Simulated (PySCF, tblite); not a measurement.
# C₂H₁₃P₃Si₂: geometry, infrared bands and NMR shifts

Aim: predict the infrared bands and NMR shifts of C₂H₁₃P₃Si₂ (`CP(C)P([SiH3])P[SiH3]`).

Computed with tblite 0.8.0 and PySCF 2.14.0, with density-fitted response routines of our own, on a single molecule in the gas phase. Atoms count from 0, in the outputs and in this text.

### Step 1. The molecule as given

20 atoms, charge 0, multiplicity 1; geometry from: force field or distance geometry start.

Bonds of the start (Å): C0–P1 1.82, P1–C2 1.85, P1–P3 2.29, P3–Si4 2.22, P3–P5 2.28, P5–Si6 2.23, C0–H7 1.10, C0–H8 1.10, C0–H9 1.10, C2–H10 1.09, C2–H11 1.11, C2–H12 1.08, Si4–H13 1.49, Si4–H14 1.49, Si4–H15 1.49, P5–H16 1.41, Si6–H17 1.49, Si6–H18 1.48, Si6–H19 1.49.

### Step 2. Geometry optimisation with GFN2-xTB

Job settings and geometry (Å):

```
{"job": {"kind": "relax", "xc": "GFN2-xTB", "basis": "xTB"}, "charge": 0, "multiplicity": 1}
C     -2.826000     0.562300    -0.622000
P     -1.511000    -0.652200    -0.971500
C     -1.894100    -1.893300     0.342600
P      0.148400     0.423400     0.177600
Si     0.747900     2.017500    -1.240700
P      1.816800    -1.103500    -0.136100
Si     3.444100    -0.233600     1.107500
H     -2.676600     1.485700    -1.195600
H     -2.894600     0.830200     0.439000
H     -3.806600     0.147000    -0.912500
H     -2.042000    -1.436200     1.323500
H     -2.836800    -2.411100     0.085300
H     -1.122800    -2.645800     0.425300
H      1.950400     2.710200    -0.709200
H      1.060600     1.455000    -2.579300
H     -0.368400     2.995400    -1.353400
H      1.396400    -2.091900     0.781500
H      2.918300     0.057100     2.467600
H      3.935600     1.012700     0.479600
H      4.555300    -1.218400     1.219900
```

Launch:

```bash
$ OMP_NUM_THREADS=1 python probes_run.py task.json out
```

One launch serves the whole session: the jobs run in the order shown.

**Question.** This job is followed by: GFN2-xTB harmonic vibrations, gas phase; GIAO PBE0/pcSseg-1 NMR shielding, non-relativistic, gas phase. Predict these results of the whole session: strongest single infrared mode (GFN2-xTB); zero-point energy (GFN2-xTB); 13C shifts against TMS (PBE0/pcSseg-1, means over atoms taken as alike); 1H shifts against TMS (PBE0/pcSseg-1, means over atoms taken as alike); 31P shifts against H3PO4 (PBE0/pcSseg-1); 29Si shifts against TMS (PBE0/pcSseg-1); surface potential, 1st and 99th percentile.

The runs gave:

```
                                                               quantity                       value
                              strongest single infrared mode (GFN2-xTB)        724 cm⁻¹, 420 km/mol
                                           zero-point energy (GFN2-xTB)               83.7 kcal/mol
13C shifts against TMS (PBE0/pcSseg-1, means over atoms taken as alike)                    17.3 ppm
 1H shifts against TMS (PBE0/pcSseg-1, means over atoms taken as alike)  4.22, 3.97, 1.63, 1.26 ppm
                               31P shifts against H3PO4 (PBE0/pcSseg-1)   -55.2, -174.0, -254.1 ppm
                                29Si shifts against TMS (PBE0/pcSseg-1)            -78.3, -78.3 ppm
                                  surface potential, 1st and 99th percentile          -1.11 V and 0.98 V
```

Relaxing lowered the energy by 0.303 eV in 106 steps; the close pair that moved most is P3–P5, from 2.283 to 2.167 Å. The lowest mode is slightly imaginary (20i cm⁻¹), a soft motion within the noise of the Hessian, so the minimum is not strictly shown. The strongest single mode, at 724 cm⁻¹, is carried by H13, H14, H15, H18. Unscaled tight-binding wavenumbers are off by several per cent, some by more. Its intensities can rank the bands wrongly. At PBE0/pcSseg-1: The largest span, 220 ppm, is at P3, where the paramagnetic term is -479 ppm. At PBE0/pcSseg-1, counted by nearest atom on the grid, the HOMO lies on P1, P3 about 33 % each; P5 15 %, the LUMO on P1, P3 about 23 % each; P5 9 %.
